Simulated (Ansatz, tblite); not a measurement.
# [Ni(H2O)4]2+ (NiH₈O₄ (+2)): removing and adding an electron

The task here is to estimate one member of a computed series from the others.

The runs use Ansatz 0.2.0, Gaussian basis; as each input shows.

Plan: charge +3 quartet, at the geometry of the triplet (PBE0-D4/def2-TZVP, PBE-D4/def2-TZVP, r2SCAN-D4/def2-TZVP, CCSD(T)/def2-SVP); charge +3 quartet, relaxed (PBE0-D4/def2-TZVP, PBE-D4/def2-TZVP); charge +1 doublet, at the geometry of the triplet (PBE0-D4/def2-TZVP, PBE-D4/def2-TZVP, r2SCAN-D4/def2-TZVP); the starting triplet's energies come from earlier runs.

## The geometry

The geometry is that of the triplet, from an earlier relaxation (PBE-D4/def2-SVP).

13 atoms, charge 2, spin multiplicity 3.

Atoms are counted from 1 here; the program's logs count them from 0.

Bond lengths: Ni1–O2 1.959 Å, Ni1–O5 1.979 Å, Ni1–O8 2.002 Å, Ni1–O11 1.983 Å, O2–H3 0.983 Å, O2–H4 0.983 Å, O5–H6 0.982 Å, O5–H7 0.983 Å, O8–H9 0.982 Å, O8–H10 0.983 Å, O11–H12 0.982 Å, O11–H13 0.983 Å. Angles: O2–Ni1–O5 103.7°, O2–Ni1–O8 116.3°, O2–Ni1–O11 102.4°, O5–Ni1–O8 92.1°, O5–Ni1–O11 143.7°, O8–Ni1–O11 98.5°, Ni1–O2–H3 125.3°, Ni1–O2–H4 125.6°, H3–O2–H4 106.9°, Ni1–O5–H6 123.9°, Ni1–O5–H7 128.4°, H6–O5–H7 107.1°, Ni1–O8–H9 125.1°, Ni1–O8–H10 124.4°, H9–O8–H10 106.7°, Ni1–O11–H12 127.0°, Ni1–O11–H13 126.0°, H12–O11–H13 106.6°.

Geometry (Å):

```xyz
13
charge 2, multiplicity 3
Ni    0.15437   -0.22936   -0.09939
O     0.44964   -0.29197    1.83591
H     1.08599    0.26945    2.33277
H    -0.16675   -0.67954    2.49672
O     1.83628    0.53646   -0.80603
H     1.91591    1.44815   -1.16318
H     2.74592    0.16899   -0.74788
O    -0.92056    1.31454   -0.78405
H    -1.41719    1.94998   -0.22347
H    -1.31754    1.35913   -1.68210
O    -1.18663   -1.66407   -0.37210
H    -2.15238   -1.55218   -0.50938
H    -1.02706   -2.62959   -0.27783
```

Formally the metal is d8. No spin-orbit coupling is included. The ion is computed in the gas phase, without counter-ions or solvent.

The first run:

The input, in.yaml:

```yaml
crystal:
  periodic: [false, false, false]
  atoms:
    - {symbol: Ni, position_ang: [0.154374, -0.229355, -0.099394]}
    - {symbol: O, position_ang: [0.449638, -0.291975, 1.835910]}
    - {symbol: H, position_ang: [1.085989, 0.269450, 2.332765]}
    - {symbol: H, position_ang: [-0.166755, -0.679540, 2.496720]}
    - {symbol: O, position_ang: [1.836280, 0.536461, -0.806027]}
    - {symbol: H, position_ang: [1.915913, 1.448154, -1.163178]}
    - {symbol: H, position_ang: [2.745920, 0.168994, -0.747876]}
    - {symbol: O, position_ang: [-0.920565, 1.314539, -0.784047]}
    - {symbol: H, position_ang: [-1.417188, 1.949978, -0.223466]}
    - {symbol: H, position_ang: [-1.317537, 1.359126, -1.682098]}
    - {symbol: O, position_ang: [-1.186627, -1.664066, -0.372099]}
    - {symbol: H, position_ang: [-2.152376, -1.552175, -0.509381]}
    - {symbol: H, position_ang: [-1.027065, -2.629592, -0.277828]}
basis:
  gaussian: {orbitals: def2-TZVP}
total_charge: 3
magnetization: {spin_polarized: true, initial_magnetization: 3}
hamiltonian: {xc: pbe0, dispersion: d4}
scf: {omitted_lower_state_checks: [starts]}
output: {orbitals: {seedname: orbitals}}
```

Started as:

```console
$ ansatz run in.yaml --threads 4 --pin off --events-out ev --progress --plain --max-ram 8704MiB
```

Steps of the session up to this table: Charge +3 quartet at the fixed geometry, PBE0-D4/def2-TZVP; Charge +3 quartet at the fixed geometry, PBE-D4/def2-TZVP; Charge +3 quartet at the fixed geometry, r2SCAN-D4/def2-TZVP; Charge +3 quartet at the fixed geometry, CCSD(T)/def2-SVP.

One table of the session follows, with a row left open; its other results are not shown here.

It belongs to the step «Vertical ionisation energy». 

| method | vertical ionisation energy (eV) |
| --- | --- |
| HF/def2-SVP | 21.60 |
| PBE-D4/def2-TZVP | 19.90 |
| r2SCAN-D4/def2-TZVP | 20.42 |
| PBE0-D4/def2-TZVP | 21.15 |
| MP2/def2-SVP | 22.53 |
| CCSD/def2-SVP | ? |
| CCSD(T)/def2-SVP | 21.59 |

Estimate the missing values for CCSD/def2-SVP.

The run gave: vertical ionisation energy (eV): 21.84. In the column «vertical ionisation energy (eV)» it lies between HF/def2-SVP (21.60) and MP2/def2-SVP (22.53).
